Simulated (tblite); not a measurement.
# C5H13NOSi: the cost of one run

Computed with tblite 0.8.0 and PySCF 2.14.0, with density-fitted response routines of our own, on a single molecule in the gas phase. Atoms are numbered from 0 throughout.

**1. Starting geometry**

21 atoms, charge 0, multiplicity 1; geometry from: force field or distance geometry start.

Bonds of the start (Å): C0–Si1 1.88, Si1–N2 1.77, N2–C3 1.46, C3–C4 1.50, C4–C5 1.53, C5–O6 1.40, O6–C7 1.42, C7–C4 1.52, C0–H8 1.10, C0–H9 1.12, C0–H10 1.11, Si1–H11 1.46, Si1–H12 1.48, N2–H13 1.04, C3–H14 1.11, C3–H15 1.08, C4–H16 1.10, C5–H17 1.11, C5–H18 1.09, C7–H19 1.10, C7–H20 1.10.

**2. Optimising the geometry with GFN2-xTB**

The job: settings as JSON, then the geometry in Å.

```
{"job": {"kind": "relax", "xc": "GFN2-xTB", "basis": "xTB"}, "charge": 0, "multiplicity": 1}
C      3.349300     0.608700    -0.306200
Si     1.550100     0.534800     0.249500
N      0.904000    -0.979000    -0.406400
C     -0.513100    -0.891100    -0.740200
C     -1.286500    -0.605100     0.516600
C     -2.796700    -0.497100     0.323000
O     -2.760500     0.511400     1.286600
C     -1.523500     0.883500     0.700700
H      4.002100     0.608200     0.584300
H      3.575000    -0.331700    -0.867900
H      3.488900     1.505700    -0.949100
H      0.829800     1.685400    -0.291200
H      1.532500     0.476900     1.725700
H      1.061300    -1.775100     0.250900
H     -0.834600    -1.850100    -1.191300
H     -0.750800    -0.109800    -1.453200
H     -0.938900    -1.092000     1.435900
H     -2.965300    -0.079900    -0.686500
H     -3.372500    -1.382500     0.587400
H     -1.715500     1.413000    -0.238700
H     -0.844100     1.382800     1.410600
```

Run with:

```console
> OMP_NUM_THREADS=1 python probes_run.py task.json out
```

This one command runs all jobs of the session in turn.

Q: Estimate the wall time and peak memory of this first job on 1 thread of Arm Neoverse N1, shared host.

About 2.1 s, with a peak of 0.18 GiB.
